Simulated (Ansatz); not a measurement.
# SnH₃F + H₂S: a complex and its separated parts, part 2 of 2

Ansatz 0.2.0, Gaussian basis. The steps go on from the part before.

**14. wB97X-V/def2-TZVPP**

The inputs:

parta/in.yaml

```yaml
crystal:
  periodic: [false, false, false]
  atoms:
    - {symbol: Sn, position_ang: [-0.979331, -0.756663, -0.657242]}
    - {symbol: H, position_ang: [-0.977977, 0.579892, -1.708839]}
    - {symbol: H, position_ang: [-1.544648, -0.398004, 0.906095]}
    - {symbol: H, position_ang: [-1.668875, -2.157825, -1.330659]}
    - {symbol: F, position_ang: [0.880866, -1.192958, -0.417279]}
basis:
  gaussian: {orbitals: def2-TZVPP}
hamiltonian: {xc: {name: wB97X-V}}
```

partb/in.yaml

```yaml
crystal:
  periodic: [false, false, false]
  atoms:
    - {symbol: S, position_ang: [1.347393, 1.845834, 0.772484]}
    - {symbol: H, position_ang: [1.765162, 0.629165, 0.392536]}
    - {symbol: H, position_ang: [1.177510, 1.450559, 2.043004]}
basis:
  gaussian: {orbitals: def2-TZVPP}
hamiltonian: {xc: {name: wB97X-V}}
```

Each run has its own folder and the same command.

Launch:

```
> ansatz run in.yaml --threads 4 --pin off --events-out ev --progress --plain --max-ram 9574MiB
```

Output in parta, shortened:

```text
Functional definition: wB97X-V
  name "wB97X-V"
  cite "Mardirossian & Head-Gordon, Phys. Chem. Chem. Phys. 16, 9904 (2014) doi:10.1039/C3CP54374A"
  cite "Becke, J. Chem. Phys. 107, 8554 (1997) doi:10.1063/1.475007"
  cite "Vydrov & Van Voorhis, J. Chem. Phys. 133, 244103 (2010) doi:10.1063/1.3521275"
[...]
      + integral(e_c_pw_opposite_spin*poly(b97_u_opposite, cos0, cos1)) + vv10(b, c)
765 factors; their error is unknown
177 factors; integrals over basis functions are off by at most 7.4e-6 eV
[...]
mean field -8597.29419499 eV, -315.9447342105 hartree, gradient 3.6e-5 eV, S^2 0.000000; 0 other end points of the search recorded, 0 dependent functions left out
reference -8597.29419296 eV, -315.9447341359 hartree; 17, 17 occupied and 106, 106 virtual orbitals, 765 factors
Total energy: -8597.29419296 eV, -315.9447341359 hartree
```

Log of partb, shortened:

```text
[... 5 set-up lines as earlier in the session ...]
[...]
      + integral(e_c_pw_opposite_spin*poly(b97_u_opposite, cos0, cos1)) + vv10(b, c)
409 factors; their error is unknown
87 factors; integrals over basis functions are off by at most 4.4e-5 eV
[...]
mean field -10866.66389147 eV, -399.3425323220 hartree, gradient 7.8e-5 eV, S^2 0.000000; 0 other end points of the search recorded, 0 dependent functions left out
reference -10866.66389030 eV, -399.3425322793 hartree; 9, 9 occupied and 61, 61 virtual orbitals, 409 factors
Total energy: -10866.66389030 eV, -399.3425322793 hartree
```

Wall times: 3.9 s (parta), 1.2 s (partb) on 4 threads of AMD EPYC, shared host.

**15. wB97M-V/def2-TZVPP**

The same edit goes into each in.yaml of step 14 (parta, partb):

```diff
-hamiltonian: {xc: {name: wB97X-V}}
+hamiltonian: {xc: {name: wB97M-V}}
```

The same command starts each run, in its folder.

Launch:

```
> ansatz run in.yaml --threads 4 --pin off --events-out ev --progress --plain --max-ram 9574MiB
```

Log of parta, shortened:

```text
Functional definition: wB97M-V
  name "wB97M-V"
  cite "Mardirossian & Head-Gordon, J. Chem. Phys. 144, 214110 (2016) doi:10.1063/1.4952647"
[... 2 set-up lines as earlier in the session ...]
  # Of w^i u^j: cxij and so on, Table III.
[...]
  gx(w, u) = 1 - cx + cx01*u + cx10*w
[...]
      + integral(e_c_pw_mod_opposite_spin*gos(b97_w_opposite, b97_u_opposite)) + vv10(b, c)
765 factors; their error is unknown
177 factors; integrals over basis functions are off by at most 7.4e-6 eV
[...]
mean field -8596.37552014 eV, -315.9109735325 hartree, gradient 4.3e-5 eV, S^2 0.000000; 0 other end points of the search recorded, 0 dependent functions left out
reference -8596.37557138 eV, -315.9109754157 hartree; 17, 17 occupied and 106, 106 virtual orbitals, 765 factors
Total energy: -8596.37557138 eV, -315.9109754157 hartree
```

partb printed, shortened:

```text
[... 5 set-up lines as earlier in the session ...]
  # Of w^i u^j: cxij and so on, Table III.
[...]
  gx(w, u) = 1 - cx + cx01*u + cx10*w
[...]
      + integral(e_c_pw_mod_opposite_spin*gos(b97_w_opposite, b97_u_opposite)) + vv10(b, c)
409 factors; their error is unknown
87 factors; integrals over basis functions are off by at most 4.4e-5 eV
[...]
mean field -10867.51056564 eV, -399.3736470241 hartree, gradient 7.9e-6 eV, S^2 0.000000; 0 other end points of the search recorded, 0 dependent functions left out
reference -10867.51059381 eV, -399.3736480594 hartree; 9, 9 occupied and 61, 61 virtual orbitals, 409 factors
Total energy: -10867.51059381 eV, -399.3736480594 hartree
```

Times: 4.6 s (parta), 1.6 s (partb) on 4 threads of AMD EPYC, shared host.

**16. B2PLYP/def2-TZVPP**

The same edit goes into each in.yaml of step 15 (parta, partb):

```diff
-hamiltonian: {xc: {name: wB97M-V}}
+hamiltonian: {xc: {name: B2PLYP}}
```

Each run has its own folder and the same command.

Launch:

```
> ansatz run in.yaml --threads 4 --pin off --events-out ev --progress --plain --max-ram 9574MiB
```

Log of parta, shortened:

```text
Functional definition: B2PLYP
  name "B2PLYP"
  cite "Grimme, J. Chem. Phys. 124, 034108 (2006) doi:10.1063/1.2148954"
[... 2 set-up lines as earlier in the session ...]
[...]
894 factors; integrals over basis functions are off by at most 1.0e-3 eV
[...]
mean field -8586.28673130 eV, -315.5402173811 hartree, gradient 3.0e-6 eV, S^2 0.000000; 0 other end points of the search recorded, 0 dependent functions left out
5 core orbitals not correlated: weight in the atoms' cores, before any rotation towards them, 1.000 or more for the frozen orbitals, at most 0.000 for the correlated occupied ones
reference -8586.28687116 eV, -315.5402225208 hartree; 12, 12 occupied and 106, 106 virtual orbitals, 894 factors
second order -19.09713297 eV of doubles, -0.00000000 eV of singles
Total energy: -8591.44309706 eV, -315.7297103277 hartree
```

Log of partb, shortened:

```text
[... 5 set-up lines as earlier in the session ...]
[...]
386 factors; integrals over basis functions are off by at most 1.1e-3 eV
[...]
mean field -10863.10107869 eV, -399.2116013674 hartree, gradient 3.9e-6 eV, S^2 0.000000; 0 other end points of the search recorded, 0 dependent functions left out
5 core orbitals not correlated: weight in the atoms' cores, before any rotation towards them, 1.000 or more for the frozen orbitals, at most 0.000 for the correlated occupied ones
reference -10863.10117858 eV, -399.2116050384 hartree; 4, 4 occupied and 61, 61 virtual orbitals, 386 factors
second order -6.35679714 eV of doubles, -0.00000000 eV of singles
Total energy: -10864.81751381 eV, -399.2746791946 hartree
```

Wall times: 3.4 s (parta), 0.91 s (partb) on 4 threads of AMD EPYC, shared host.

**17. PBE-QIDH/def2-TZVPP**

Each input of step 16 (parta, partb) changes in the same lines:

```diff
-hamiltonian: {xc: {name: B2PLYP}}
+hamiltonian: {xc: {name: PBE-QIDH}}
```

The same command starts each run, in its folder.

Launch:

```
> ansatz run in.yaml --threads 4 --pin off --events-out ev --progress --plain --max-ram 9574MiB
```

Log of parta, shortened:

```text
Functional definition: PBE-QIDH
  name "PBE-QIDH"
  cite "Brémond, Sancho-García, Pérez-Jiménez & Adamo, J. Chem. Phys. 141, 031101 (2014) doi:10.1063/1.4890314"
[... 1 set-up line as earlier in the session ...]
[...]
894 factors; integrals over basis functions are off by at most 1.0e-3 eV
[...]
mean field -8584.53025440 eV, -315.4756680457 hartree, gradient 6.7e-6 eV, S^2 0.000000; 0 other end points of the search recorded, 0 dependent functions left out
5 core orbitals not correlated: weight in the atoms' cores, before any rotation towards them, 1.000 or more for the frozen orbitals, at most 0.000 for the correlated occupied ones
reference -8584.53026540 eV, -315.4756684497 hartree; 12, 12 occupied and 106, 106 virtual orbitals, 894 factors
second order -17.85459849 eV of doubles, -0.00000000 eV of singles
Total energy: -8590.48179823 eV, -315.6943832471 hartree
```

Output in partb, shortened:

```text
[... 4 set-up lines as earlier in the session ...]
[...]
386 factors; integrals over basis functions are off by at most 1.1e-3 eV
[...]
mean field -10860.20503953 eV, -399.1051738914 hartree, gradient 1.1e-6 eV, S^2 0.000000; 0 other end points of the search recorded, 0 dependent functions left out
5 core orbitals not correlated: weight in the atoms' cores, before any rotation towards them, 1.000 or more for the frozen orbitals, at most 0.000 for the correlated occupied ones
reference -10860.20504632 eV, -399.1051741407 hartree; 4, 4 occupied and 61, 61 virtual orbitals, 386 factors
second order -5.89910279 eV of doubles, -0.00000000 eV of singles
Total energy: -10862.17141391 eV, -399.1774368171 hartree
```

Times: 3.5 s (parta), 0.81 s (partb) on 4 threads of AMD EPYC, shared host.

**18. RPA on PBE/def2-TZVPP**

The same edit goes into each in.yaml of step 17 (parta, partb):

```diff
-hamiltonian: {xc: {name: PBE-QIDH}}
+hamiltonian: {xc: pbe}
+correlation: {method: rpa}
```

Each run has its own folder and the same command.

Launch:

```
> ansatz run in.yaml --threads 4 --pin off --events-out ev --progress --plain --max-ram 9574MiB
```

Log of parta, shortened:

```text
[... 4 set-up lines as earlier in the session ...]
[...]
894 factors; integrals over basis functions are off by at most 1.0e-3 eV
[...]
mean field -8595.77546055 eV, -315.8889217494 hartree, gradient 1.6e-6 eV, S^2 0.000000; 0 other end points of the search recorded, 0 dependent functions left out
5 core orbitals not correlated: weight in the atoms' cores, before any rotation towards them, 1.000 or more for the frozen orbitals, at most 0.000 for the correlated occupied ones
reference -8559.30707125 eV, -314.5487331617 hartree; 12, 12 occupied and 106, 106 virtual orbitals, 894 factors
Total energy: -8583.58960945 eV, -315.4410999814 hartree
```

partb printed, shortened:

```text
[... 4 set-up lines as earlier in the session ...]
[...]
386 factors; integrals over basis functions are off by at most 1.1e-3 eV
[...]
mean field -10863.54268084 eV, -399.2278299471 hartree, gradient 1.6e-6 eV, S^2 0.000000; 0 other end points of the search recorded, 0 dependent functions left out
5 core orbitals not correlated: weight in the atoms' cores, before any rotation towards them, 1.000 or more for the frozen orbitals, at most 0.000 for the correlated occupied ones
reference -10849.04799120 eV, -398.6951599277 hartree; 4, 4 occupied and 61, 61 virtual orbitals, 386 factors
Total energy: -10858.41208145 eV, -399.0392838973 hartree
```

They took 3.2 s (parta), 0.81 s (partb) on 4 threads of AMD EPYC, shared host.

**19. CCSD(T)/def2-TZVPP**

Each input of step 18 (parta, partb) changes in the same lines:

```diff
-hamiltonian: {xc: pbe}
-correlation: {method: rpa}
+correlation: {method: ccsd_t}
```

Each run has its own folder and the same command.

Launch:

```
> ansatz run in.yaml --threads 4 --pin off --events-out ev --progress --plain --max-ram 9574MiB
```

Log of parta, shortened:

```text
Functional definition: HF
  name "HF"
  cite "Fock, Z. Phys. 61, 126 (1930) doi:10.1007/BF01340294"
[... 1 set-up line as earlier in the session ...]
[...]
894 factors; integrals over basis functions are off by at most 1.0e-3 eV
[...]
mean field -8560.37643632 eV, -314.5880316034 hartree, gradient 2.1e-6 eV, S^2 0.000000; 0 other end points of the search recorded, 0 dependent functions left out
5 core orbitals not correlated: weight in the atoms' cores, before any rotation towards them, 1.000 or more for the frozen orbitals, at most 0.000 for the correlated occupied ones
reference -8560.37643632 eV, -314.5880316034 hartree; 12, 12 occupied and 106, 106 virtual orbitals, 894 factors
second order -16.03716324 eV of doubles, -0.00000000 eV of singles
cycle   1  -15.82813323 eV  change    2.1e-1 eV  update   9.7e-2
[...]
cycle   9  -16.30498561 eV  change   -8.7e-6 eV  update   2.1e-5
perturbative correction -0.42437903 eV, -0.0155956419 hartree
Total energy: -8577.10580097 eV, -315.2028244144 hartree
```

Output in partb, shortened:

```text
[... 4 set-up lines as earlier in the session ...]
[...]
386 factors; integrals over basis functions are off by at most 1.1e-3 eV
[...]
mean field -10849.38780827 eV, -398.7076479748 hartree, gradient 1.3e-6 eV, S^2 0.000000; 0 other end points of the search recorded, 0 dependent functions left out
5 core orbitals not correlated: weight in the atoms' cores, before any rotation towards them, 1.000 or more for the frozen orbitals, at most 0.000 for the correlated occupied ones
reference -10849.38780827 eV, -398.7076479748 hartree; 4, 4 occupied and 61, 61 virtual orbitals, 386 factors
second order -5.20090002 eV of doubles, -0.00000000 eV of singles
cycle   1  -5.68437310 eV  change   -4.8e-1 eV  update   4.9e-2
[...]
cycle   8  -5.86288636 eV  change    2.4e-6 eV  update   5.9e-6
perturbative correction -0.21792615 eV, -0.0080086382 hartree
Total energy: -10855.46862078 eV, -398.9311137127 hartree
```

Times: 13 s (parta), 1.1 s (partb) on 4 threads of AMD EPYC, shared host; peak memory 0.66 GiB.

**20. Vibrations of SnH₃F**

vib-parta/in.yaml reads:

```yaml
crystal:
  periodic: [false, false, false]
  atoms:
    - {symbol: Sn, position_ang: [-0.979331, -0.756663, -0.657242]}
    - {symbol: H, position_ang: [-0.977977, 0.579892, -1.708839]}
    - {symbol: H, position_ang: [-1.544648, -0.398004, 0.906095]}
    - {symbol: H, position_ang: [-1.668875, -2.157825, -1.330659]}
    - {symbol: F, position_ang: [0.880866, -1.192958, -0.417279]}
basis:
  gaussian: {orbitals: def2-TZVP}
hamiltonian: {xc: pbe0, dispersion: d4}
phonons: {temperatures: {t_min: 298.15, t_max: 900, t_step: 200}}
```

Launch:

```
> ansatz run in.yaml --threads 4 --pin off --events-out ev --progress --plain --max-ram 9574MiB
```

Standard output, shortened:

```text
[... 5 set-up lines as earlier in the session ...]
[...]
749 factors; their error is unknown
[...]
mean field -8596.08673308 eV, -315.9003608037 hartree, gradient 6.4e-5 eV, S^2 0.000000; 0 other end points of the search recorded, 0 dependent functions left out
[...]
Atom 2 at    -1.544648    -0.398004     0.906095 Å, force    -0.000062    -0.000068    -0.000441 eV/Å
Atom 3 at    -1.668875    -2.157825    -1.330659 Å, force    -0.000050     0.000359     0.000100 eV/Å
Atom 4 at     0.880866    -1.192958    -0.417279 Å, force     0.000612    -0.000131     0.000047 eV/Å
Dipole moment:    -0.549937     0.128971    -0.070949 e Å
Vibrations: 506.39 506.67 611.22 698.97 699.25 712.12 1972.02 1980.24 1980.36 cm⁻¹, zero-point energy 0.599292 eV
```

It took 36 s on 4 threads of AMD EPYC, shared host.

The modes, with what each moves most:

```
mode  wavenumber (cm⁻¹)     character
   1                506          bend
   2                507          bend
   3                611  Sn–F stretch
   4                699          bend
   5                699          bend
   6                712          bend
   7               1972  Sn–H stretch
   8               1980  Sn–H stretch
   9               1980  Sn–H stretch
```

Vibrational sums (real modes only):

```csv
T (K),entropy (J/mol/K),heat capacity (J/mol/K)
298,11.0,25.0
498,28.0,41.0
698,43.5,50.8
898,57.2,57.4
```

**21. Vibrations of H₂S**

vib-partb/in.yaml reads:

```yaml
crystal:
  periodic: [false, false, false]
  atoms:
    - {symbol: S, position_ang: [1.347393, 1.845834, 0.772484]}
    - {symbol: H, position_ang: [1.765162, 0.629165, 0.392536]}
    - {symbol: H, position_ang: [1.177510, 1.450559, 2.043004]}
basis:
  gaussian: {orbitals: def2-TZVP}
hamiltonian: {xc: pbe0, dispersion: d4}
phonons: {temperatures: {t_min: 298.15, t_max: 900, t_step: 200}}
```

Launch:

```
> ansatz run in.yaml --threads 4 --pin off --events-out ev --progress --plain --max-ram 9574MiB
```

Standard output, shortened:

```text
[... 5 set-up lines as earlier in the session ...]
[...]
359 factors; their error is unknown
[...]
mean field -10864.45046316 eV, -399.2611903320 hartree, gradient 4.8e-5 eV, S^2 0.000000; 0 other end points of the search recorded, 0 dependent functions left out
[...]
Total energy: -10864.46265916 eV, -399.2616385268 hartree
Atom 0 at     1.347393     1.845834     0.772484 Å, force    -0.000345     0.000571     0.000857 eV/Å
Atom 1 at     1.765162     0.629165     0.392536 Å, force     0.000183    -0.000652    -0.000015 eV/Å
Atom 2 at     1.177510     1.450559     2.043004 Å, force     0.000162     0.000081    -0.000841 eV/Å
Dipole moment:     0.032288    -0.209954     0.115990 e Å
Vibrations: 1209.05 2724.32 2739.65 cm⁻¹, zero-point energy 0.413675 eV
```

Wall time 4 s (4 threads of AMD EPYC, shared host).

The modes, with what each moves most:

```csv
mode,wavenumber (cm⁻¹),character
1,1209,bend
2,2724,S–H stretch
3,2740,S–H stretch
```

Vibrational sums (real modes only):

```
T (K)  entropy (J/mol/K)  heat capacity (J/mol/K)
  298                0.2                      0.8
  498                1.2                      3.7
  698                3.0                      7.0
  898                5.1                     10.2
```

**22. Complex less separated parts**

The complex's own energies come from single points at the same levels.

Rows are in def2-TZVPP; times add the 3 runs of a level on a shared host, so small differences are noise.

Differences are taken before rounding.

| method | rung | complex less parts (kcal/mol) | from CCSD(T) (kcal/mol) | time |
| --- | --- | --- | --- | --- |
| SPW92 | LDA | -6.6 | -3.0 | 3.8 s |
| PBE-D4 | GGA | -4.7 | -1.1 | 5.3 s |
| BLYP-D4 | GGA | -4.3 | -0.8 | 5.7 s |
| r2SCAN-D4 | meta-GGA | -4.2 | -0.7 | 8.9 s |
| B97M-V | meta-GGA | -4.2 | -0.7 | 15 s |
| PBE0-D4 | hybrid | -4.3 | -0.8 | 6.5 s |
| B3LYP-D4 | hybrid | -4.3 | -0.7 | 6.4 s |
| r2SCAN0-D4 | hybrid | -4.2 | -0.6 | 9.4 s |
| BHLYP-D4 | hybrid | -4.5 | -0.9 | 6.4 s |
| CAM-B3LYP-D4 | range-separated hybrid | -4.2 | -0.7 | 7.1 s |
| wB97X-V | range-separated hybrid | -4.1 | -0.5 | 14 s |
| wB97M-V | range-separated hybrid | -4.2 | -0.7 | 17 s |
| B2PLYP | double hybrid | -2.8 | +0.8 | 13 s |
| PBE-QIDH | double hybrid | -3.4 | +0.1 | 13 s |
| RPA on PBE | RPA | -2.9 | +0.7 | 11 s |
| Hartree-Fock | wavefunction | -0.7 | +2.9 |  |
| MP2 | wavefunction | -3.8 | -0.3 |  |
| CCSD | wavefunction | -3.1 | +0.5 |  |
| CCSD(T) | wavefunction | -3.6 | 0 | 2 min |

Among the levels timed on like hardware and quicker than the yardstick, those that no quicker one beats, quickest first: SPW92 (3.8 s, -3.0 kcal/mol); PBE-D4 (5.3 s, -1.1 kcal/mol); BLYP-D4 (5.7 s, -0.8 kcal/mol); B3LYP-D4 (6.4 s, -0.7 kcal/mol); CAM-B3LYP-D4 (7.1 s, -0.7 kcal/mol); r2SCAN0-D4 (9.4 s, -0.6 kcal/mol); PBE-QIDH (13 s, +0.1 kcal/mol).

PBE-QIDH reaches 0.1 kcal/mol from the reference in 13 s, where CCSD(T) took 2 min; the quickest level in the cost chart, SPW92, takes 3.8 s and misses by 3.0 kcal/mol.

The complex's zero-point energy, from a separate PBE0-D4 run, is 1.063 eV.

**23. What came out**

What follows sums up all 2 parts.

| quantity | value |
| --- | --- |
| complex less parts, CCSD(T)/def2-TZVPP | -3.6 kcal/mol |
| with zero-point energy | -2.4 kcal/mol |
| largest T1 diagnostic | 0.014 |

In words: At CCSD(T) the complex lies 3.6 kcal/mol below its parts. Among the functionals PBE-QIDH lands nearest to CCSD(T) (+0.1 kcal/mol) and SPW92 farthest (-3.0 kcal/mol). Mean unsigned error by rung: LDA 3.0, GGA 1.0, meta-GGA 0.7, hybrid 0.8, range-separated hybrid 0.6, double hybrid 0.4 kcal/mol. PBE-D4 gives a relative energy 1.1 kcal/mol too low, outside chemical accuracy (1 kcal/mol). No counterpoise was applied, and triple zeta lacks some correlation, so the CCSD(T) reference has a basis error of its own, and close matches with it are partly luck.
